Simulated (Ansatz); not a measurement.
**CH₉B₂GaSi: a ladder of functionals and wavefunction methods**

One table from this session's results is given with a row withheld; the runs are named, their logs left out.

The runs use Ansatz 0.2.0, Gaussian basis; functionals in def2-TZVPP, the program's frozen cores in correlated methods.

Levels to be run: LDA (SPW92), PBE-D4, revPBE-D4, BLYP-D4, r2SCAN-D4, B97M-V, PBE0-D4, B3LYP-D4, r2SCANh-D4, r2SCAN0-D4, HSE06-D4, BHLYP-D4, CAM-B3LYP-D4, LC-ωPBE, ωB97X-V, ωB97M-V, B2PLYP, PBE-QIDH; CCSD(T)/def2-SVP; CCSD(T)/def2-TZVPP; MP2/def2-QZVPP; extrapolation to the limit; RPA on PBE.

### The geometry

The geometry comes from an earlier relaxation with PBE0-D4 in a triple-zeta def2 set; it is a stationary point, not always the lowest conformer.

14 atoms, charge 0, spin multiplicity 1.

Atoms are counted from 1 here; the program's logs count them from 0.

Bond lengths: B1–B2 1.536 Å, B1–Ga3 2.172 Å, B1–H6 1.194 Å, B1–H7 1.229 Å, B2–Ga3 2.422 Å, B2–C4 1.509 Å, Ga3–H8 1.581 Å, Ga3–H9 1.570 Å, C4–Si5 1.903 Å, C4–H10 1.094 Å, C4–H11 1.096 Å, Si5–H12 1.483 Å, Si5–H13 1.483 Å, Si5–H14 1.485 Å. Angles: B2–B1–Ga3 79.5°, B2–B1–H6 129.4°, B2–B1–H7 112.0°, Ga3–B1–H6 108.7°, Ga3–B1–H7 81.5°, H6–B1–H7 118.6°, B1–B2–Ga3 61.9°, B1–B2–C4 173.5°, Ga3–B2–C4 117.1°, B1–Ga3–B2 38.6°, B1–Ga3–H8 127.9°, B1–Ga3–H9 112.6°, B2–Ga3–H8 96.9°, B2–Ga3–H9 143.6°, H8–Ga3–H9 118.0°, B2–C4–Si5 106.8°, B2–C4–H10 115.6°, B2–C4–H11 111.4° and more.

Set-up of the first run:

File in.yaml:

```yaml
crystal:
  periodic: [false, false, false]
  atoms:
    - {symbol: B, position_ang: [-0.775372, 0.744137, 1.707495]}
    - {symbol: B, position_ang: [-0.271664, -0.390271, 0.802368]}
    - {symbol: Ga, position_ang: [-1.899517, 1.156465, -0.105121]}
    - {symbol: C, position_ang: [0.332294, -1.391001, -0.152518]}
    - {symbol: Si, position_ang: [1.863844, -0.563513, -0.921787]}
    - {symbol: H, position_ang: [-1.534795, 0.699461, 2.627693]}
    - {symbol: H, position_ang: [-0.265664, 1.824456, 1.418482]}
    - {symbol: H, position_ang: [-1.378275, 1.128672, -1.597573]}
    - {symbol: H, position_ang: [-3.272236, 1.860339, 0.183937]}
    - {symbol: H, position_ang: [-0.319112, -1.718516, -0.967661]}
    - {symbol: H, position_ang: [0.727680, -2.264088, 0.379132]}
    - {symbol: H, position_ang: [1.522022, 0.769871, -1.473163]}
    - {symbol: H, position_ang: [2.912690, -0.420456, 0.116659]}
    - {symbol: H, position_ang: [2.358094, -1.435565, -2.017943]}
basis:
  gaussian: {orbitals: def2-TZVPP}
hamiltonian: {xc: lda}
output: {orbitals: {seedname: orbitals}}
```

On the command line:

```
ansatz run in.yaml --threads 2 --pin off --events-out ev --progress --plain --max-ram 32768MiB --backend cuda --devices 0, --max-vram 18GiB
```

Steps of the session up to this table: LDA; PBE-D4 (GGA); revPBE-D4 (GGA); BLYP-D4 (GGA); r2SCAN-D4 (meta-GGA); B97M-V (meta-GGA); B3LYP-D4 (hybrid); r2SCANh-D4 (hybrid); r2SCAN0-D4 (hybrid); HSE06-D4 (hybrid); BHLYP-D4 (hybrid); CAM-B3LYP-D4 (range-separated); LC-ωPBE (range-separated); ωB97X-V (range-separated); ωB97M-V (range-separated); B2PLYP (double hybrid); PBE-QIDH (double hybrid).

One of the session's tables, all rows but one given; the rest of the session is left out.

It belongs to the step «Frontier levels by functional». 

```
  functional  HOMO (eV)  LUMO (eV)  gap (eV)
 LDA (SPW92)      -5.79      -2.65      3.14
      PBE-D4      -5.66      -2.43      3.22
   revPBE-D4      -5.60      -2.33      3.27
     BLYP-D4      -5.49      -2.31      3.19
   r2SCAN-D4      -5.84      -2.18      3.66
      B97M-V      -5.90      -2.31      3.60
     PBE0-D4      -6.62      -1.59      5.02
    B3LYP-D4      -6.42      -1.81      4.61
  r2SCANh-D4      -6.20      -1.88      4.31
  r2SCAN0-D4      -6.74      -1.45      5.28
    HSE06-D4      -6.23      -1.96      4.26
    BHLYP-D4      -7.43      -0.75      6.68
CAM-B3LYP-D4      -7.80      -0.62      7.19
     LC-ωPBE      -9.08       0.51      9.59
     ωB97X-V          ?          ?         ?
     ωB97M-V      -8.62       0.15      8.77
```

Estimate the missing values for ωB97X-V.

**Answer.** HOMO (eV): -8.76; LUMO (eV): 0.38; gap (eV): 9.14. In the column «HOMO (eV)» it lies between LC-ωPBE (-9.08) and ωB97M-V (-8.62).
